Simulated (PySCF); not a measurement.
# Rh, Rh⁺: ionisation energy in x2c-TZVPPall

Wanted: the ionisation energy of rhodium, up a ladder of methods.

Program: PySCF 2.14.0. Level of theory: unrestricted determinants in a Gaussian basis, no spin-orbit coupling in the energies. These are calculated values, not measurements, unless marked.

**1. The system**

| Quantity | Value |
| --- | --- |
| Element | rhodium (Z = 45) |
| Basis | x2c-TZVPPall (8s6p6d2f1g, 79 functions) |
| Hamiltonian | the spin-free X2C one-electron Hamiltonian (Gaussian nucleus) |
| State 1 | Rh: [Kr] 4d8 5s1, high-spin 4F determinant |
| State 2 | Rh⁺: [Kr] 4d8, high-spin 3F determinant |
| Methods | UHF, LDA, PBE, PBE0, r2SCAN, HSE06, BHandHLYP, wB97X, LC-wPBE, MP2 |
| Core shells frozen in the correlated runs | valence: [Kr]; valence and next inner shell: [Ar] 3d10 (for Rh) |

Outer shells as boxes (Hund's rule):

Rh [Kr] 4d8 5s1
```
[Kr] core
4d [↑↓][↑↓][↑↓][↑ ][↑ ]
5s [↑ ]
```

Rh+ [Kr] 4d8
```
[Kr] core
4d [↑↓][↑↓][↑↓][↑ ][↑ ]
```

One driver process ran all states and methods and kept the integrals in memory. Each run is shown as a PySCF script that sums up its settings (the driver passes frozen orbitals as a list and adds second-order terms of double hybrids); the logs are those of the runs themselves. The driver starts from symmetry-adapted Hartree-Fock orbitals, holds the occupation by maximum overlap and uses a logarithmic radial grid for functionals, so a plain start would take other cycles.

The integrals over 79 functions and the set-up took 2.1 s of CPU time.

**2. Rh**

UHF:

input.py reads:

```python
from pyscf import gto, scf, dft, mp, cc
import basis_set_exchange as bse
mol = gto.M(atom="Rh 0 0 0", charge=0, spin=3, symmetry="D2h",
            basis=gto.basis.parse(bse.get_basis("x2c-TZVPPall", elements=["Rh"], fmt="nwchem")),
            nucmod="G")
mf = scf.UHF(mol).sfx2c1e()
mf.irrep_nelec = {'Ag': (9, 6), 'B1g': (2, 2), 'B2g': (2, 2), 'B3g': (2, 2), 'B1u': (3, 3), 'B2u': (3, 3), 'B3u': (3, 3)}
mf.kernel()
```

Standard output:

```text
damping factor = 0
level_shift factor = 0
DIIS = <class 'pyscf.scf.diis.CDIIS'>
diis_start_cycle = 1
diis_space = 10
diis_damp = 0
SCF conv_tol = 1e-09
SCF conv_tol_grad = None
number electrons alpha = 24  beta = 21
cycle= 1 E= -4781.18884062316  delta_E= -0.00732  |g|= 0.0339  |ddm|= 0.0473
cycle= 2 E= -4781.18913215921  delta_E= -0.000292  |g|= 0.00772  |ddm|= 0.0097
cycle= 3 E= -4781.1891525436  delta_E= -2.04e-05  |g|= 0.00229  |ddm|= 0.00476
cycle= 4 E= -4781.1891542131  delta_E= -1.67e-06  |g|= 0.000752  |ddm|= 0.00125
cycle= 5 E= -4781.1891549314  delta_E= -7.18e-07  |g|= 0.000109  |ddm|= 0.00113
cycle= 6 E= -4781.1891549469  delta_E= -1.55e-08  |g|= 3.21e-05  |ddm|= 0.000164
cycle= 7 E= -4781.18915494783  delta_E= -9.35e-10  |g|= 6.94e-06  |ddm|= 8.66e-05
converged SCF energy = -4781.18915494783  <S^2> = 3.7534125  2S+1 = 4.0017059
```

It used 15 s of CPU time after the integrals (shared host).

Orbital energies by shell (radii are means over both spins):

```
shell  electrons  mean orbital energy (eV)  spread (eV)  rms radius (bohr)
 1s α          1                  -23341.4            0             0.0374
 1s β          1                  -23341.3            0             0.0374
 2s α          1                   -3465.8            0              0.154
 2s β          1                   -3465.2            0              0.154
 2p α          3                   -3100.5            0              0.137
 2p β          3                   -3100.0            0              0.137
 3s α          1                   -654.44            0              0.415
 3s β          1                   -654.09            0              0.415
 3p α          3                   -531.03            0              0.419
 3p β          3                   -530.69            0              0.419
 3d α          5                   -333.61        0.293              0.403
 3d β          5                   -332.86        1.076              0.403
 4s α          1                   -102.65            0               1.05
 4s β          1                   -99.291            0               1.05
 4p α          3                   -65.725            0               1.17
 4p β          3                   -61.593            0               1.17
 4d α          5                   -12.352        1.107               1.72
 4d β          3                   -10.622            0               1.72
 5s α          1                    -6.477            0               3.76
```

⟨S²⟩ = 3.753, ⟨L²⟩ = 12.05.

Spin-orbit constants on these orbitals (cm⁻¹; bare nucleus, screened nucleus, mean field): 4d 1577, 1226, 1134. To first order in LS coupling the lowest level has J = 9/2 and lies 0.211 eV below the centre of the term.

LDA:

Changes to input.py:

```diff
@@ -5,3 +5,3 @@
             nucmod="G")
-mf = scf.UHF(mol).sfx2c1e()
+mf = dft.UKS(mol, xc="LDA,VWN").sfx2c1e()
 mf.irrep_nelec = {'Ag': (9, 6), 'B1g': (2, 2), 'B2g': (2, 2), 'B3g': (2, 2), 'B1u': (3, 3), 'B2u': (3, 3), 'B3u': (3, 3)}
```

Standard output:

```text
damping factor = 0
level_shift factor = 0
DIIS = <class 'pyscf.scf.diis.CDIIS'>
diis_start_cycle = 1
diis_space = 10
diis_damp = 0
SCF conv_tol = 1e-09
SCF conv_tol_grad = None
number electrons alpha = 24  beta = 21
XC functionals = LDA,VWN
    P. A. M. Dirac.,  Math. Proc. Cambridge Philos. Soc. 26, 376 (1930)
    F. Bloch.,  Z. Phys. 57, 545 (1929)
    S. H. Vosko, L. Wilk, and M. Nusair.,  Can. J. Phys. 58, 1200 (1980)
cycle= 1 E= -4778.40661858147  delta_E= -0.026  |g|= 0.143  |ddm|= 0.461
cycle= 2 E= -4778.39820099419  delta_E= 0.00842  |g|= 0.232  |ddm|= 0.245
cycle= 3 E= -4778.41039210628  delta_E= -0.0122  |g|= 0.0166  |ddm|= 0.147
cycle= 4 E= -4778.41045360276  delta_E= -6.15e-05  |g|= 0.000358  |ddm|= 0.00803
cycle= 5 E= -4778.41045363577  delta_E= -3.3e-08  |g|= 5.05e-05  |ddm|= 0.000307
cycle= 6 E= -4778.41045363663  delta_E= -8.59e-10  |g|= 7.82e-06  |ddm|= 5e-05
converged SCF energy = -4778.41045363663  <S^2> = 3.7503254  2S+1 = 4.0001627
```

It used 0.91 s of CPU time after the integrals (shared host).

PBE:

Changes to input.py:

```diff
@@ -5,3 +5,3 @@
             nucmod="G")
-mf = dft.UKS(mol, xc="LDA,VWN").sfx2c1e()
+mf = dft.UKS(mol, xc="PBE").sfx2c1e()
 mf.irrep_nelec = {'Ag': (9, 6), 'B1g': (2, 2), 'B2g': (2, 2), 'B3g': (2, 2), 'B1u': (3, 3), 'B2u': (3, 3), 'B3u': (3, 3)}
```

Standard output:

```text
damping factor = 0
level_shift factor = 0
DIIS = <class 'pyscf.scf.diis.CDIIS'>
diis_start_cycle = 1
diis_space = 10
diis_damp = 0
SCF conv_tol = 1e-09
SCF conv_tol_grad = None
number electrons alpha = 24  beta = 21
XC functionals = PBE
    J. P. Perdew, K. Burke, and M. Ernzerhof.,  Phys. Rev. Lett. 77, 3865 (1996)
    J. P. Perdew, K. Burke, and M. Ernzerhof.,  Phys. Rev. Lett. 78, 1396 (1997)
    J. P. Perdew, K. Burke, and M. Ernzerhof.,  Phys. Rev. Lett. 77, 3865 (1996)
    J. P. Perdew, K. Burke, and M. Ernzerhof.,  Phys. Rev. Lett. 78, 1396 (1997)
cycle= 1 E= -4783.20376830497  delta_E= -0.0181  |g|= 0.104  |ddm|= 0.399
cycle= 2 E= -4783.19918617784  delta_E= 0.00458  |g|= 0.17  |ddm|= 0.193
cycle= 3 E= -4783.20587602719  delta_E= -0.00669  |g|= 0.0103  |ddm|= 0.112
cycle= 4 E= -4783.20590019291  delta_E= -2.42e-05  |g|= 0.00023  |ddm|= 0.00502
cycle= 5 E= -4783.20590020974  delta_E= -1.68e-08  |g|= 5.74e-05  |ddm|= 0.000369
cycle= 6 E= -4783.20590021087  delta_E= -1.13e-09  |g|= 1.15e-05  |ddm|= 6.71e-05
cycle= 7 E= -4783.20590021091  delta_E= -4.27e-11  |g|= 1.44e-07  |ddm|= 1.33e-05
converged SCF energy = -4783.20590021091  <S^2> = 3.750573  2S+1 = 4.0002865
```

CPU time 1.8 s on a shared host, the integrals not counted.

PBE0:

Changes to input.py:

```diff
@@ -5,3 +5,3 @@
             nucmod="G")
-mf = dft.UKS(mol, xc="PBE").sfx2c1e()
+mf = dft.UKS(mol, xc="PBE0").sfx2c1e()
 mf.irrep_nelec = {'Ag': (9, 6), 'B1g': (2, 2), 'B2g': (2, 2), 'B3g': (2, 2), 'B1u': (3, 3), 'B2u': (3, 3), 'B3u': (3, 3)}
```

Standard output:

```text
damping factor = 0
level_shift factor = 0
DIIS = <class 'pyscf.scf.diis.CDIIS'>
diis_start_cycle = 1
diis_space = 10
diis_damp = 0
SCF conv_tol = 1e-09
SCF conv_tol_grad = None
number electrons alpha = 24  beta = 21
XC functionals = PBE0
    C. Adamo and V. Barone.,  J. Chem. Phys. 110, 6158 (1999)
    M. Ernzerhof and G. E. Scuseria.,  J. Chem. Phys. 110, 5029 (1999)
cycle= 1 E= -4783.27425798548  delta_E= -0.0118  |g|= 0.0434  |ddm|= 0.292
cycle= 2 E= -4783.27428911923  delta_E= -3.11e-05  |g|= 0.0384  |ddm|= 0.104
cycle= 3 E= -4783.27454642466  delta_E= -0.000257  |g|= 0.0103  |ddm|= 0.0232
cycle= 4 E= -4783.2745722538  delta_E= -2.58e-05  |g|= 0.000467  |ddm|= 0.0114
cycle= 5 E= -4783.27457249249  delta_E= -2.39e-07  |g|= 0.000178  |ddm|= 0.00253
cycle= 6 E= -4783.27457250366  delta_E= -1.12e-08  |g|= 2.49e-05  |ddm|= 0.000291
cycle= 7 E= -4783.27457250391  delta_E= -2.52e-10  |g|= 7.92e-07  |ddm|= 2.1e-05
converged SCF energy = -4783.27457250391  <S^2> = 3.7509877  2S+1 = 4.0004938
```

It used 2 s of CPU time after the integrals (shared host).

r2SCAN:

Changes to input.py:

```diff
@@ -5,3 +5,3 @@
             nucmod="G")
-mf = dft.UKS(mol, xc="PBE0").sfx2c1e()
+mf = dft.UKS(mol, xc="R2SCAN").sfx2c1e()
 mf.irrep_nelec = {'Ag': (9, 6), 'B1g': (2, 2), 'B2g': (2, 2), 'B3g': (2, 2), 'B1u': (3, 3), 'B2u': (3, 3), 'B3u': (3, 3)}
```

Standard output:

```text
damping factor = 0
level_shift factor = 0
DIIS = <class 'pyscf.scf.diis.CDIIS'>
diis_start_cycle = 1
diis_space = 10
diis_damp = 0
SCF conv_tol = 1e-09
SCF conv_tol_grad = None
number electrons alpha = 24  beta = 21
XC functionals = R2SCAN
    J. W. Furness, A. D. Kaplan, J. Ning, J. P. Perdew, and J. Sun.,  J. Phys. Chem. Lett. 11, 8208-8215 (2020)
    J. W. Furness, A. D. Kaplan, J. Ning, J. P. Perdew, and J. Sun.,  J. Phys. Chem. Lett. 11, 9248-9248 (2020)
    J. W. Furness, A. D. Kaplan, J. Ning, J. P. Perdew, and J. Sun.,  J. Phys. Chem. Lett. 11, 8208-8215 (2020)
    J. W. Furness, A. D. Kaplan, J. Ning, J. P. Perdew, and J. Sun.,  J. Phys. Chem. Lett. 11, 9248-9248 (2020)
cycle= 1 E= -4783.60866034101  delta_E= -0.0141  |g|= 0.0682  |ddm|= 0.346
cycle= 2 E= -4783.60787019355  delta_E= 0.00079  |g|= 0.0891  |ddm|= 0.165
cycle= 3 E= -4783.60956025805  delta_E= -0.00169  |g|= 0.0126  |ddm|= 0.0519
cycle= 4 E= -4783.60960433988  delta_E= -4.41e-05  |g|= 0.000855  |ddm|= 0.0194
cycle= 5 E= -4783.6096053922  delta_E= -1.05e-06  |g|= 0.000357  |ddm|= 0.0069
cycle= 6 E= -4783.60960543726  delta_E= -4.51e-08  |g|= 5.22e-05  |ddm|= 0.000511
cycle= 7 E= -4783.60960543828  delta_E= -1.02e-09  |g|= 7.06e-07  |ddm|= 3.82e-05
cycle= 8 E= -4783.60960543828  delta_E= 9.09e-13  |g|= 1.23e-07  |ddm|= 4.39e-06
converged SCF energy = -4783.60960543828  <S^2> = 3.7518097  2S+1 = 4.0009047
```

CPU time 4.1 s on a shared host, the integrals not counted.

HSE06:

Changes to input.py:

```diff
@@ -5,3 +5,3 @@
             nucmod="G")
-mf = dft.UKS(mol, xc="R2SCAN").sfx2c1e()
+mf = dft.UKS(mol, xc="HSE06").sfx2c1e()
 mf.irrep_nelec = {'Ag': (9, 6), 'B1g': (2, 2), 'B2g': (2, 2), 'B3g': (2, 2), 'B1u': (3, 3), 'B2u': (3, 3), 'B3u': (3, 3)}
```

Standard output:

```text
damping factor = 0
level_shift factor = 0
DIIS = <class 'pyscf.scf.diis.CDIIS'>
diis_start_cycle = 1
diis_space = 10
diis_damp = 0
SCF conv_tol = 1e-09
SCF conv_tol_grad = None
number electrons alpha = 24  beta = 21
XC functionals = HSE06
    J. Heyd, G. E. Scuseria, and M. Ernzerhof.,  J. Chem. Phys. 118, 8207 (2003)
    J. Heyd, G. E. Scuseria, and M. Ernzerhof.,  J. Chem. Phys. 124, 219906 (2006)
    A. V. Krukau, O. A. Vydrov, A. F. Izmaylov, and G. E. Scuseria.,  J. Chem. Phys. 125, 224106 (2006)
cycle= 1 E= -4783.22652825716  delta_E= -0.0117  |g|= 0.0549  |ddm|= 0.313
cycle= 2 E= -4783.22614733967  delta_E= 0.000381  |g|= 0.0635  |ddm|= 0.108
cycle= 3 E= -4783.22696900868  delta_E= -0.000822  |g|= 0.00962  |ddm|= 0.0419
cycle= 4 E= -4783.22699229586  delta_E= -2.33e-05  |g|= 0.00036  |ddm|= 0.00806
cycle= 5 E= -4783.22699236165  delta_E= -6.58e-08  |g|= 0.000135  |ddm|= 0.000499
cycle= 6 E= -4783.22699236829  delta_E= -6.64e-09  |g|= 1.76e-05  |ddm|= 0.000165
cycle= 7 E= -4783.22699236842  delta_E= -1.28e-10  |g|= 1.87e-07  |ddm|= 1.88e-05
converged SCF energy = -4783.22699236842  <S^2> = 3.7509562  2S+1 = 4.0004781
```

It used 9 s of CPU time after the integrals (shared host).

BHandHLYP:

Changes to input.py:

```diff
@@ -5,3 +5,3 @@
             nucmod="G")
-mf = dft.UKS(mol, xc="HSE06").sfx2c1e()
+mf = dft.UKS(mol, xc="BHANDHLYP").sfx2c1e()
 mf.irrep_nelec = {'Ag': (9, 6), 'B1g': (2, 2), 'B2g': (2, 2), 'B3g': (2, 2), 'B1u': (3, 3), 'B2u': (3, 3), 'B3u': (3, 3)}
```

Standard output:

```text
damping factor = 0
level_shift factor = 0
DIIS = <class 'pyscf.scf.diis.CDIIS'>
diis_start_cycle = 1
diis_space = 10
diis_damp = 0
SCF conv_tol = 1e-09
SCF conv_tol_grad = None
number electrons alpha = 24  beta = 21
XC functionals = BHANDHLYP
    A. D. Becke.,  J. Chem. Phys. 98, 1372 (1993)
    Defined through Gaussian implementation.
cycle= 1 E= -4783.58546070925  delta_E= -0.00847  |g|= 0.0256  |ddm|= 0.197
cycle= 2 E= -4783.58565363879  delta_E= -0.000193  |g|= 0.0132  |ddm|= 0.0787
cycle= 3 E= -4783.585685069  delta_E= -3.14e-05  |g|= 0.00618  |ddm|= 0.0117
cycle= 4 E= -4783.58569524428  delta_E= -1.02e-05  |g|= 0.000741  |ddm|= 0.0124
cycle= 5 E= -4783.58569569626  delta_E= -4.52e-07  |g|= 0.000163  |ddm|= 0.00325
cycle= 6 E= -4783.58569571307  delta_E= -1.68e-08  |g|= 1.32e-05  |ddm|= 0.000847
cycle= 7 E= -4783.58569571318  delta_E= -1.11e-10  |g|= 2.12e-06  |ddm|= 3.43e-05
converged SCF energy = -4783.58569571318  <S^2> = 3.7517569  2S+1 = 4.0008784
```

It used 2.2 s of CPU time after the integrals (shared host).

wB97X:

Changes to input.py:

```diff
@@ -5,3 +5,3 @@
             nucmod="G")
-mf = dft.UKS(mol, xc="BHANDHLYP").sfx2c1e()
+mf = dft.UKS(mol, xc="WB97X").sfx2c1e()
 mf.irrep_nelec = {'Ag': (9, 6), 'B1g': (2, 2), 'B2g': (2, 2), 'B3g': (2, 2), 'B1u': (3, 3), 'B2u': (3, 3), 'B3u': (3, 3)}
```

Standard output:

```text
damping factor = 0
level_shift factor = 0
DIIS = <class 'pyscf.scf.diis.CDIIS'>
diis_start_cycle = 1
diis_space = 10
diis_damp = 0
SCF conv_tol = 1e-09
SCF conv_tol_grad = None
number electrons alpha = 24  beta = 21
XC functionals = WB97X
    J.-D. Chai and M. Head-Gordon.,  J. Chem. Phys. 128, 084106 (2008)
cycle= 1 E= -4783.72634644014  delta_E= -0.0118  |g|= 0.0349  |ddm|= 0.205
cycle= 2 E= -4783.72688908707  delta_E= -0.000543  |g|= 0.0121  |ddm|= 0.103
cycle= 3 E= -4783.72697500201  delta_E= -8.59e-05  |g|= 0.00569  |ddm|= 0.0346
cycle= 4 E= -4783.72700706829  delta_E= -3.21e-05  |g|= 0.00265  |ddm|= 0.0272
cycle= 5 E= -4783.72701558558  delta_E= -8.52e-06  |g|= 0.00056  |ddm|= 0.0148
cycle= 6 E= -4783.72701613353  delta_E= -5.48e-07  |g|= 8.09e-05  |ddm|= 0.00372
cycle= 7 E= -4783.72701615105  delta_E= -1.75e-08  |g|= 1.57e-05  |ddm|= 0.000344
cycle= 8 E= -4783.72701615151  delta_E= -4.63e-10  |g|= 3.08e-06  |ddm|= 8.66e-05
converged SCF energy = -4783.72701615151  <S^2> = 3.752669  2S+1 = 4.0013343
```

CPU time 6.1 s on a shared host, the integrals not counted.

LC-wPBE:

Changes to input.py:

```diff
@@ -5,3 +5,3 @@
             nucmod="G")
-mf = dft.UKS(mol, xc="WB97X").sfx2c1e()
+mf = dft.UKS(mol, xc="LC_WPBE").sfx2c1e()
 mf.irrep_nelec = {'Ag': (9, 6), 'B1g': (2, 2), 'B2g': (2, 2), 'B3g': (2, 2), 'B1u': (3, 3), 'B2u': (3, 3), 'B3u': (3, 3)}
```

Standard output:

```text
damping factor = 0
level_shift factor = 0
DIIS = <class 'pyscf.scf.diis.CDIIS'>
diis_start_cycle = 1
diis_space = 10
diis_damp = 0
SCF conv_tol = 1e-09
SCF conv_tol_grad = None
number electrons alpha = 24  beta = 21
XC functionals = LC_WPBE
    O. A. Vydrov and G. E. Scuseria.,  J. Chem. Phys. 125, 234109 (2006)
cycle= 1 E= -4783.16762701371  delta_E= -0.0136  |g|= 0.0544  |ddm|= 0.208
cycle= 2 E= -4783.16821788687  delta_E= -0.000591  |g|= 0.0191  |ddm|= 0.107
cycle= 3 E= -4783.16831087185  delta_E= -9.3e-05  |g|= 0.00679  |ddm|= 0.0357
cycle= 4 E= -4783.16834202649  delta_E= -3.12e-05  |g|= 0.00275  |ddm|= 0.026
cycle= 5 E= -4783.16835260401  delta_E= -1.06e-05  |g|= 0.000323  |ddm|= 0.0216
cycle= 6 E= -4783.16835278069  delta_E= -1.77e-07  |g|= 2.18e-05  |ddm|= 0.00339
cycle= 7 E= -4783.16835278105  delta_E= -3.64e-10  |g|= 4.26e-06  |ddm|= 2.21e-05
converged SCF energy = -4783.16835278105  <S^2> = 3.7509637  2S+1 = 4.0004818
```

It used 4.6 s of CPU time after the integrals (shared host).

**3. Rh, continued**

MP2 (valence):

Changes to input.py since step 2:

```diff
@@ -5,4 +5,5 @@
             nucmod="G")
-mf = dft.UKS(mol, xc="LC_WPBE").sfx2c1e()
+mf = scf.UHF(mol).sfx2c1e()
 mf.irrep_nelec = {'Ag': (9, 6), 'B1g': (2, 2), 'B2g': (2, 2), 'B3g': (2, 2), 'B1u': (3, 3), 'B2u': (3, 3), 'B3u': (3, 3)}
 mf.kernel()
+mp.UMP2(mf, frozen=18).kernel()
```

No log was kept for this step.

It used 0.24 s of CPU time after the integrals (shared host).

With 9 electrons correlated, the MP2 correlation energy is -0.24677 hartree (-0.09540 same spin, -0.15137 opposite spin); the SCS form gives -0.21344. Largest pairs of shells: 4d-4d -0.2163, 4d-5s -0.0305, 5s-5s 0.0000.

MP2 (valence and next inner shell):

Changes to input.py:

```diff
@@ -8,2 +8,2 @@
 mf.kernel()
-mp.UMP2(mf, frozen=18).kernel()
+mp.UMP2(mf, frozen=14).kernel()
```

This step left no log, only its results.

It used 0.31 s of CPU time after the integrals (shared host).

With 17 electrons correlated, the MP2 correlation energy is -0.54512 hartree (-0.18076 same spin, -0.36436 opposite spin); the SCS form gives -0.49748. Largest pairs of shells: 4d-4d -0.2163, 4p-4d -0.1756, 4p-4p -0.0558, 4d-5s -0.0305, 4s-4d -0.0290.

Radial density 4πr²ρ of Rh at UHF, without picture-change correction:

```
r (bohr)   density  spin density
0.000544     0.540         0.000
0.000915      1.29         0.000
 0.00154      3.03         0.000
 0.00259      6.84         0.001
 0.00436      14.6         0.001
 0.00733      28.3         0.002
  0.0123      46.2         0.003
  0.0207      57.5         0.002
  0.0349      51.6        -0.001
  0.0586      52.9         0.005
  0.0986      71.9         0.063
   0.166      50.9         0.237
   0.279      55.4         0.311
   0.469      32.4        -0.005
   0.790      14.7         0.877
    1.33      10.8         1.415
    2.23      2.43         0.755
    3.76     0.439         0.299
    6.32    0.0429         0.041
    10.6  0.000170         0.000
```

(Part 1 of 2 ends here.)
